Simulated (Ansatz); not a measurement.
Crystal: In3SbTe2.

```
Te Sb In
1.0
     4.42810    0.00000    0.00000
    -2.21405    3.83484    0.00000
     0.00000    0.00000   10.75645
Te Sb In
2 1 3
Direct
  0.66667 0.33333 0.32831
  0.33333 0.66667 0.67169
  0.00000 0.00000 0.00000
  0.66667 0.33333 0.84307
  0.33333 0.66667 0.15693
  0.00000 0.00000 0.50000
```

The cell comes from a database or a generator and needn't be the stable form of this composition.

```yaml
Program: Ansatz 0.2.0
Task: single point
Functional: PBE
Potentials_or_basis: Ansatz PAW
Cutoff: "420 eV (not typed: the program's choice for these potentials)"
k_mesh: 7 × 7 × 3
Occupations: fermi-dirac, width 0.05 eV
Spin: no spin polarisation
```

On this cell: pressure -0.3 GPa; largest force 0.144 eV/Å; band gap on the k mesh none (metal or under the smearing width).

The same run follows on a disturbed copy (atoms moved at random, drawn with an rms of 0.05 Å):

```
Te Sb In
1.0
     4.42810    0.00000    0.00000
    -2.21405    3.83484    0.00000
     0.00000    0.00000   10.75645
Te Sb In
2 1 3
Direct
  0.66000 0.33441 0.33088
  0.32480 0.64486 0.66805
  0.98651 0.99218 0.99386
  0.67160 0.35154 0.84383
  0.33404 0.66512 0.15868
  0.01530 0.00025 0.49860
```

Question: What does the disturbed cell give?

Answer: The energy (extrapolated to zero smearing) moves by +4.8 meV/atom; pressure -0.1 GPa; largest force 0.247 eV/Å; band gap on the k mesh none (metal or under the smearing width).

Forces in eV/Å, atoms in the order of the input:
```
Te   0.102 -0.057 -0.041
Te  -0.030  0.127 -0.048
Sb   0.052  0.175  0.166
In   0.040 -0.233  0.067
In  -0.044  0.031 -0.228
In  -0.121 -0.042  0.084
```

Stress tensor (GPa, compression positive):
```
-0.60  0.05 -0.05
 0.05 -0.12  0.26
-0.05  0.26  0.38
```
